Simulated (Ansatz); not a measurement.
**CH6BNSi: small, medium and large basis sets**

The task here is to estimate one member of a computed series from the others.

Computed with Ansatz 0.2.0, Gaussian basis. Level: one geometry, several basis sets.

The runs, in order: PBE0-D4/def2-SVP; ωB97M-V/def2-SVP; PBE0-D4/def2-QZVPP; ωB97M-V/def2-QZVPP; the functionals' def2-TZVPP values are taken from earlier runs.

## The relaxed structure

The geometry comes from an earlier relaxation with PBE0-D4 in a triple-zeta def2 set; it is a stationary point, not always the lowest conformer.

10 atoms, charge 0, spin multiplicity 1.

Atoms are counted from 1 here; the program's logs count them from 0.

Bond lengths: B1–C2 1.548 Å, B1–N3 1.660 Å, B1–H5 1.199 Å, B1–H6 1.199 Å, C2–N3 1.270 Å, C2–H7 1.090 Å, N3–Si4 1.746 Å, Si4–H8 1.481 Å, Si4–H9 1.481 Å, Si4–H10 1.486 Å. Angles: C2–B1–N3 46.5°, C2–B1–H5 118.6°, C2–B1–H6 118.6°, N3–B1–H5 114.5°, N3–B1–H6 114.5°, H5–B1–H6 121.0°, B1–C2–N3 71.4°, B1–C2–H7 161.1°, N3–C2–H7 127.5°, B1–N3–C2 62.1°, B1–N3–Si4 158.1°, C2–N3–Si4 139.8°, N3–Si4–H8 107.8°, N3–Si4–H9 107.8°, N3–Si4–H10 108.9°, H8–Si4–H9 110.4°, H8–Si4–H10 110.9°, H9–Si4–H10 110.9°.

Set-up of the first run:

in.yaml reads:

```yaml
crystal:
  periodic: [false, false, false]
  atoms:
    - {symbol: B, position_ang: [-1.327280, 1.098815, 0.337872]}
    - {symbol: C, position_ang: [0.159102, 1.354866, -0.010415]}
    - {symbol: N, position_ang: [-0.041047, 0.101465, 0.013982]}
    - {symbol: Si, position_ang: [0.830615, -1.392739, -0.220600]}
    - {symbol: H, position_ang: [-2.141435, 1.162893, -0.540363]}
    - {symbol: H, position_ang: [-1.659385, 1.125325, 1.489934]}
    - {symbol: H, position_ang: [1.093965, 1.874425, -0.222908]}
    - {symbol: H, position_ang: [0.178759, -2.128831, -1.327757]}
    - {symbol: H, position_ang: [0.745573, -2.169508, 1.037177]}
    - {symbol: H, position_ang: [2.244234, -1.077911, -0.553923]}
basis:
  gaussian: {orbitals: def2-SVP}
hamiltonian: {xc: pbe0, dispersion: d4}
output: {orbitals: {seedname: orbitals}}
```

The run is started by

```sh
ansatz run in.yaml --threads 2 --pin off --events-out ev --progress --plain --max-ram 4352MiB
```

Steps of the session up to this table: PBE0-D4 in def2-SVP; ωB97M-V in def2-SVP; PBE0-D4 in def2-QZVPP; ωB97M-V in def2-QZVPP.

One table of the session follows, with a row left open; its other results are not shown here.

```
functional       basis  HOMO (eV)
   PBE0-D4    def2-SVP          ?
   PBE0-D4  def2-TZVPP      -7.91
   PBE0-D4  def2-QZVPP      -7.92
   ωB97M-V    def2-SVP     -10.06
   ωB97M-V  def2-TZVPP     -10.20
   ωB97M-V  def2-QZVPP     -10.21
```

**Question.** Estimate the row for PBE0-D4, def2-SVP.

The run gave: HOMO (eV): -7.81. In the column «HOMO (eV)» it is the highest.
